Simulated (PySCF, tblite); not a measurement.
# C2H8N2O3Si: geometry, infrared bands and NMR shifts

What infrared bands and NMR shifts should C2H8N2O3Si (`CO[Si@](N)(O)NC=O`) show?

Computed with tblite 0.8.0 and PySCF 2.14.0, with density-fitted response routines of our own, on a single molecule in the gas phase. Atoms are numbered from 0 throughout.

## (1) The starting structure

16 atoms, charge 0, multiplicity 1; geometry from: force field or distance geometry start.

Bonds of the start (Å): C0–O1 1.40, O1–Si2 1.69, Si2–N3 1.77, Si2–O4 1.71, Si2–N5 1.79, N5–C6 1.42, C6–O7 1.27, C0–H8 1.12, C0–H9 1.09, C0–H10 1.10, N3–H11 1.07, N3–H12 1.03, O4–H13 0.98, N5–H14 1.06, C6–H15 1.09.

## (2) Geometry optimisation with GFN2-xTB

What the job is given:

```
{"job": {"kind": "relax", "xc": "GFN2-xTB", "basis": "xTB"}, "charge": 0, "multiplicity": 1}
C      2.184800     0.556200     0.232800
O      1.165100    -0.184400     0.839300
Si    -0.133800    -0.505500    -0.192500
N     -1.112500    -1.817300     0.485400
O      0.325700    -0.978900    -1.766300
N     -1.061000     1.018600    -0.351800
C     -2.120600     1.324400     0.550600
O     -2.412700     0.506000     1.475700
H      1.924200     1.627300     0.417600
H      2.176300     0.300900    -0.830400
H      3.136300     0.313100     0.724500
H     -0.496500    -2.375900     1.166000
H     -1.407300    -2.523400    -0.206000
H      1.270500    -1.201100    -1.878900
H     -0.781700     1.687900    -1.125300
H     -2.664500     2.260900     0.448000
```

Started as:

```sh
OMP_NUM_THREADS=1 python probes_run.py task.json out
```

The driver reads the jobs from task.json and runs them one after another.

What it wrote:

```text
step      E/eV     max force
  0    -767.66598    4.675
  1    -768.04865    5.162
  2    -768.28104    1.001
  3    -768.38945    0.737
  4    -768.46494    0.704
  5    -768.49928    0.701
  6    -768.57518    0.807
  7    -768.61014    0.523
  8    -768.63703    0.339
  9    -768.65699    0.412
 10    -768.68222    0.546
 11    -768.70733    0.425
 12    -768.72993    0.380
 13    -768.75246    0.429
 14    -768.78155    0.741
 15    -768.81705    0.911
 16    -768.84258    0.858
 17    -768.86299    0.714
 18    -768.88492    0.291
 19    -768.89921    0.325
 20    -768.91410    0.288
 21    -768.92449    0.205
 22    -768.93070    0.211
 23    -768.93492    0.320
 24    -768.93992    0.245
 25    -768.94629    0.158
 26    -768.95061    0.187
 27    -768.95296    0.220
 28    -768.95700    0.204
 29    -768.96202    0.161
 30    -768.96853    0.198
 31    -768.97529    0.223
 32    -768.98127    0.277
 33    -768.98654    0.253
 34    -768.99114    0.140
 35    -768.99389    0.110
 36    -768.99528    0.104
 37    -768.99636    0.096
 38    -768.99770    0.094
 39    -768.99930    0.141
 40    -769.00103    0.134
 41    -769.00272    0.110
 42    -769.00439    0.094
 43    -769.00509    0.082
 44    -769.00594    0.061
 45    -769.00629    0.046
 46    -769.00654    0.041
 47    -769.00673    0.045
 48    -769.00694    0.037
 49    -769.00714    0.028
 50    -769.00732    0.030
 51    -769.00747    0.030
 52    -769.00759    0.023
 53    -769.00770    0.026
 54    -769.00780    0.022
 55    -769.00788    0.025
 56    -769.00796    0.021
 57    -769.00803    0.024
 58    -769.00811    0.022
 59    -769.00818    0.020
 60    -769.00823    0.021
 61    -769.00828    0.020
 62    -769.00834    0.019
 63    -769.00843    0.027
 64    -769.00855    0.036
 65    -769.00869    0.041
 66    -769.00886    0.043
 67    -769.00908    0.043
 68    -769.00938    0.045
 69    -769.00973    0.043
 70    -769.01008    0.053
 71    -769.01039    0.054
 72    -769.01072    0.049
 73    -769.01114    0.051
 74    -769.01165    0.053
 75    -769.01222    0.077
 76    -769.01276    0.102
 77    -769.01307    0.075
 78    -769.01376    0.108
 79    -769.01435    0.066
 80    -769.01507    0.064
 81    -769.01579    0.079
 82    -769.01659    0.152
 83    -769.01799    0.214
 84    -769.01927    0.107
 85    -769.02053    0.147
 86    -769.02121    0.135
 87    -769.02180    0.064
 88    -769.02246    0.062
 89    -769.02430    0.180
 90    -769.02591    0.159
 91    -769.02955    0.364
 92    -769.03139    0.304
 93    -769.02608    0.522
 94    -769.03783    0.224
 95    -769.04056    0.147
 96    -769.04083    0.434
 97    -769.04575    0.178
 98    -769.04742    0.066
 99    -769.04787    0.120
100    -769.04916    0.056
101    -769.04954    0.049
102    -769.05055    0.060
103    -769.05101    0.099
104    -769.05180    0.095
105    -769.05407    0.087
106    -769.05491    0.103
107    -769.05682    0.123
108    -769.05886    0.159
109    -769.06273    0.227
110    -769.06876    0.292
111    -769.06467    0.597
112    -769.08307    0.244
113    -769.09001    0.297
114    -769.09355    0.246
115    -769.09832    0.183
116    -769.10268    0.156
117    -769.10840    0.261
118    -769.11246    0.299
119    -769.11651    0.317
120    -769.11902    0.380
121    -769.12648    0.192
122    -769.13131    0.297
123    -769.13564    0.107
124    -769.13865    0.103
125    -769.13984    0.115
126    -769.14071    0.081
127    -769.14171    0.066
128    -769.14246    0.084
129    -769.14317    0.066
130    -769.14414    0.102
131    -769.14496    0.114
132    -769.14592    0.104
133    -769.14737    0.105
134    -769.14883    0.100
135    -769.15021    0.145
136    -769.15139    0.164
137    -769.15235    0.150
138    -769.15324    0.110
139    -769.15430    0.100
140    -769.15572    0.088
141    -769.15760    0.106
142    -769.16004    0.144
143    -769.16324    0.141
144    -769.16716    0.210
145    -769.17083    0.165
146    -769.17284    0.214
147    -769.17373    0.106
148    -769.17440    0.220
149    -769.17496    0.075
150    -769.17546    0.085
151    -769.17572    0.052
152    -769.17602    0.036
153    -769.17619    0.043
154    -769.17629    0.033
155    -769.17645    0.029
156    -769.17660    0.030
157    -769.17674    0.040
158    -769.17686    0.031
159    -769.17697    0.030
160    -769.17707    0.027
161    -769.17716    0.025
162    -769.17723    0.025
163    -769.17730    0.024
164    -769.17737    0.022
165    -769.17743    0.020
166    -769.17748    0.022
167    -769.17753    0.023
168    -769.17758    0.023
169    -769.17761    0.017
170    -769.17763    0.010
171    -769.17767    0.012
172    -769.17771    0.014
173    -769.17775    0.015
174    -769.17779    0.013
175    -769.17781    0.012
176    -769.17784    0.015
177    -769.17790    0.019
178    -769.17798    0.021
179    -769.17810    0.027
180    -769.17825    0.033
181    -769.17839    0.038
182    -769.17850    0.027
183    -769.17857    0.018
184    -769.17860    0.008
```

It took 2.1 s on 1 thread of Arm Neoverse N1, shared host; peak memory 0.18 GiB.

Along the way: (not every step is listed)

```tsv
step	energy from step 0 (eV)	largest force (eV/Å)
0	0.0000	4.6747
1	-0.3827	5.1623
2	-0.6151	1.0008
3	-0.7235	0.7372
4	-0.7990	0.7043
5	-0.8333	0.7012
6	-0.9092	0.8067
7	-0.9442	0.5228
8	-0.9710	0.3393
25	-1.2803	0.1582
42	-1.3384	0.0936
59	-1.3422	0.0200
76	-1.3468	0.1020
93	-1.3601	0.5222
110	-1.4028	0.2923
127	-1.4757	0.0663
144	-1.5012	0.2098
161	-1.5112	0.0247
178	-1.5120	0.0205
179	-1.5121	0.0272
180	-1.5123	0.0328
181	-1.5124	0.0383
182	-1.5125	0.0274
183	-1.5126	0.0182
184	-1.5126	0.0081
```

Distances of close pairs at the start and the end, largest changes first:

```tsv
bond	before (Å)	after (Å)	change (Å)
N5–C6	1.425	1.337	-0.088
Si2–O4	1.706	1.619	-0.087
O1–Si2	1.690	1.613	-0.077
N3–H11	1.075	1.008	-0.066
C6–O7	1.269	1.210	-0.059
N5–H14	1.060	1.006	-0.054
Si2–N3	1.772	1.723	-0.049
C0–H8	1.118	1.089	-0.028
```

The end geometry stands in the next job.

## (3) Infrared spectrum with GFN2-xTB

What the job is given:

```
{"job": {"kind": "ir", "xc": "GFN2-xTB", "basis": "xTB"}, "charge": 0, "multiplicity": 1}
C      2.016565     0.510799     0.713670
O      1.406236     0.038699    -0.462670
Si    -0.082158    -0.545065    -0.675964
N     -0.431518    -1.812794     0.437216
O     -0.206489    -1.038460    -2.212970
N     -1.294282     0.746865    -0.690000
C     -1.594941     1.413705     0.428808
O     -1.071844     1.197271     1.498729
H      1.285047     0.964407     1.381369
H      2.762820     1.252004     0.425539
H      2.507636    -0.318370     1.226629
H     -0.361783    -1.583831     1.416771
H     -1.257173    -2.369903     0.283883
H      0.462604    -1.626686    -2.549424
H     -1.775369     0.989551    -1.539808
H     -2.372948     2.190750     0.306811
```

What it wrote:

```text
mode    cm-1     km/mol
  1      64.1     14.50
  2      85.2      1.90
  3     117.7      4.73
  4     129.5      4.36
  5     152.3      0.56
  6     176.7      8.34
  7     191.3     10.68
  8     222.6     10.86
  9     235.0     10.90
 10     269.7     77.74
 11     289.0     55.38
 12     331.7    130.26
 13     348.4     36.41
 14     573.3     63.16
 15     599.8    138.57
 16     640.8    119.46
 17     740.5     36.08
 18     775.0    152.36
 19     815.4      7.45
 20     885.8    301.79
 21     900.1    203.80
 22     935.9      9.29
 23     966.7    241.99
 24    1131.7      4.98
 25    1141.8     99.73
 26    1153.6      9.59
 27    1165.5    158.18
 28    1357.7    222.42
 29    1385.4    159.11
 30    1412.6     10.11
 31    1472.6      2.92
 32    1479.3      9.47
 33    1511.6     68.11
 34    1740.6    519.33
 35    2767.3    189.86
 36    2963.7     34.70
 37    2986.2     28.83
 38    3000.4     10.48
 39    3472.4      7.36
 40    3482.3      5.28
 41    3502.7      0.79
 42    3699.6     29.60
```

Wall time 0.88 s (1 thread of Arm Neoverse N1, shared host); peak memory 0.18 GiB.

Which atoms move in the most intense modes:

```tsv
cm⁻¹	km/mol	atoms
886	301.8	H13 68 %, Si2 13 %
900	203.8	Si2 37 %, N3 27 %, H12 13 %
967	242.0	Si2 46 %, O4 29 %, N3 14 %
1166	158.2	O1 41 %, C0 22 %, H8 13 %, H9 11 %
1358	222.4	N5 39 %, H15 33 %, H14 16 %, C6 11 %
1385	159.1	H15 53 %, C6 21 %, N5 11 %
1741	519.3	C6 63 %, O7 33 %
2767	189.9	H15 94 %
```

## (4) Nuclear shieldings: PBE0/pcSseg-1

Settings changed since step 3:

```diff
@@ -1,2 +1,2 @@
-{"job": {"kind": "ir", "xc": "GFN2-xTB", "basis": "xTB"}, "charge": 0, "multiplicity": 1}
+{"job": {"kind": "nmr", "xc": "PBE0", "basis": "pcSseg-1"}, "charge": 0, "multiplicity": 1}
 C      2.016565     0.510799     0.713670
```

With the program's defaults for keys left out, this is: GIAO PBE0/pcSseg-1 NMR shielding, non-relativistic, gas phase.

What it wrote:

```text
coarse grid: 14144 points
cycle   1  E = -704.8860483691  dE =  1.347e+00  |g| = 1.219e+00  |ddm| = 3.612e+00
cycle   2  E = -704.3371378626  dE =  5.489e-01  |g| = 2.084e+00  |ddm| = 2.268e+00
cycle   3  E = -705.1273725343  dE = -7.902e-01  |g| = 3.886e-01  |ddm| = 1.717e+00
cycle   4  E = -705.1557368491  dE = -2.836e-02  |g| = 8.596e-02  |ddm| = 2.938e-01
cycle   5  E = -705.1569360297  dE = -1.199e-03  |g| = 2.439e-02  |ddm| = 6.018e-02
cycle   6  E = -705.1570450977  dE = -1.091e-04  |g| = 8.069e-03  |ddm| = 1.973e-02
cycle   7  E = -705.1570572904  dE = -1.219e-05  |g| = 1.930e-03  |ddm| = 6.152e-03
cycle   8  E = -705.1570580340  dE = -7.436e-07  |g| = 5.130e-04  |ddm| = 1.725e-03
final grid: 132928 points
cycle   9  E = -705.2277207413  dE = -1.190e-05  |g| = 1.503e-02  |ddm| = 2.065e-02
cycle  10  E = -705.2276333516  dE =  8.739e-05  |g| = 2.643e-02  |ddm| = 2.370e-02
cycle  11  E = -705.2277604026  dE = -1.271e-04  |g| = 3.126e-03  |ddm| = 1.663e-02
cycle  12  E = -705.2277622735  dE = -1.871e-06  |g| = 3.827e-04  |ddm| = 2.154e-03
cycle  13  E = -705.2277622972  dE = -2.361e-08  |g| = 1.545e-04  |ddm| = 3.640e-04
cycle  14  E = -705.2277623021  dE = -4.908e-09  |g| = 3.005e-05  |ddm| = 1.176e-04
cycle  15  E = -705.2277623022  dE = -1.280e-10  |g| = 1.434e-05  |ddm| = 2.786e-05
converged SCF energy = -705.2277623022

GIAO shielding tensors (ppm)
atom      isotropic    diamagn.    paramagn.     s11        s22        s33       span
  0 C      133.332     245.170    -111.839    106.499    107.804    185.691     79.192
  1 O      304.677     398.908     -94.232    244.826    317.386    351.817    106.991
  2 Si     405.633     882.793    -477.160    373.300    416.415    427.184     53.884
  3 N      240.215     321.728     -81.513    220.826    233.573    266.246     45.420
  4 O      293.149     389.203     -96.054    272.725    281.986    324.736     52.010
  5 N      118.336     333.096    -214.761      1.541    147.634    205.831    204.290
  6 C       17.829     244.814    -226.984    -73.300     28.927     97.862    171.162
  7 O      -87.690     404.344    -492.034   -355.993   -205.630    298.553    654.546
  8 H       26.987      31.332      -4.346     21.282     27.729     31.949     10.667
  9 H       27.907      28.870      -0.963     23.587     25.409     34.723     11.136
 10 H       27.839      29.619      -1.780     23.658     25.274     34.584     10.926
 11 H       30.325      33.950      -3.625     23.523     26.999     40.454     16.931
 12 H       30.959      31.443      -0.484     24.558     26.315     42.005     17.447
 13 H       29.909      31.622      -1.713     21.782     23.990     43.953     22.171
 14 H       26.723      33.259      -6.537     22.933     26.934     30.301      7.367
 15 H       23.399      26.313      -2.914     19.676     22.775     27.746      8.070
```

It took 52 s on 1 thread of Arm Neoverse N1, shared host; peak memory 0.83 GiB.

Shifts follow as δ = σ(reference) − σ, with reference shieldings (ppm) from runs at the same level and on the same kind of geometry: ¹H TMS 31.72, ¹³C TMS 186.9, ²⁹Si TMS 349.2, ¹⁵N NH3 267.7, ¹⁷O H2O 336.1. The references are single molecules in the gas phase, so shifts against H2O, NH3, PH3, H3PO4 or CFCl3 are not on the usual liquid scales and can be off by tens of ppm. Atoms listed in one row are averaged.

```tsv
atoms	environment	σ (ppm)	δ (ppm)	δ scaled to CDCl3
C6	amide carbonyl carbon	17.8	169.1	163.1
C0	methyl carbon bonded to O	133.3	53.6	50.4
H15	hydrogen on an amide carbonyl carbon	23.40	8.32	7.95
H14	hydrogen on an amide-type nitrogen	26.72	4.99	–
H8, H9, H10	hydrogen on a methyl carbon bonded to O	27.58	4.14	4.01
H13	hydrogen on an oxygen bonded to Si	29.91	1.81	–
H11, H12	hydrogen on a nitrogen bonded to Si	30.64	1.07	–
O7	amide-type carbonyl oxygen	-87.7	423.8	–
O4	oxygen bonded to Si, H	293.1	42.9	–
O1	oxygen bonded to C, Si	304.7	31.4	–
Si2	silicon bonded to 2 N, 2 O	405.6	-56.5	–
N5	amide-type nitrogen	118.3	149.4	–
N3	nitrogen bonded to Si, 2 H	240.2	27.5	–
```

The scaled column applies a straight-line fit of computed shieldings to shifts measured in CDCl3 (root-mean-square error 0.16 ppm for H, 1.9 ppm for C).

Charges from the same density, by scheme (e):

```tsv
atoms	Mulliken	IAO	Hirshfeld	ESP fit
C0	-0.03	-0.20	-0.04	-0.06
O1	-0.64	-0.65	-0.24	-0.52
Si2	1.26	1.58	0.53	1.30
N3	-0.64	-0.87	-0.33	-1.13
O4	-0.55	-0.80	-0.31	-0.76
N5	-0.61	-0.63	-0.20	-0.78
C6	0.40	0.32	0.14	0.57
O7	-0.47	-0.50	-0.27	-0.57
```

Mayer bond orders: C0–O1 0.88, O1–Si2 1.03, Si2–N3 1.06, Si2–O4 1.07, Si2–N5 0.76, N5–C6 1.24, C6–O7 1.84.

## (5) What came out

| quantity | value |
| --- | --- |
| strongest single infrared mode (GFN2-xTB) | 1741 cm⁻¹, 519 km/mol |
| zero-point energy (GFN2-xTB) | 73.3 kcal/mol |
| ¹³C shifts against TMS (PBE0/pcSseg-1) | 169.1, 53.6 ppm |
| ¹H shifts against TMS (PBE0/pcSseg-1, means over atoms taken as alike) | 8.32, 4.99, 4.14, 1.81, 1.07 ppm |
| ¹⁷O shifts against H2O (PBE0/pcSseg-1) | 423.8, 42.9, 31.4 ppm |
| ²⁹Si shifts against TMS (PBE0/pcSseg-1) | -56.5 ppm |
| ¹⁵N shifts against NH3 (PBE0/pcSseg-1) | 149.4, 27.5 ppm |

**Reading.** Relaxing lowered the energy by 1.513 eV in 184 steps; the close pair that moved most is N5–C6, from 1.425 to 1.337 Å. All 42 modes are real, so the xTB geometry is a minimum. The strongest single mode, at 1741 cm⁻¹, moves mainly C6 and O7. Unscaled tight-binding wavenumbers are off by several per cent, some by more. Its intensities can rank the bands wrongly. C6 (amide carbonyl carbon) lies farthest downfield among carbon, at 169.1 ppm; it is a carbonyl in resonance with an O or N lone pair, the region of acids, esters and amides. At PBE0/pcSseg-1: The largest span, 655 ppm, is at O7, where the paramagnetic term is -492 ppm.
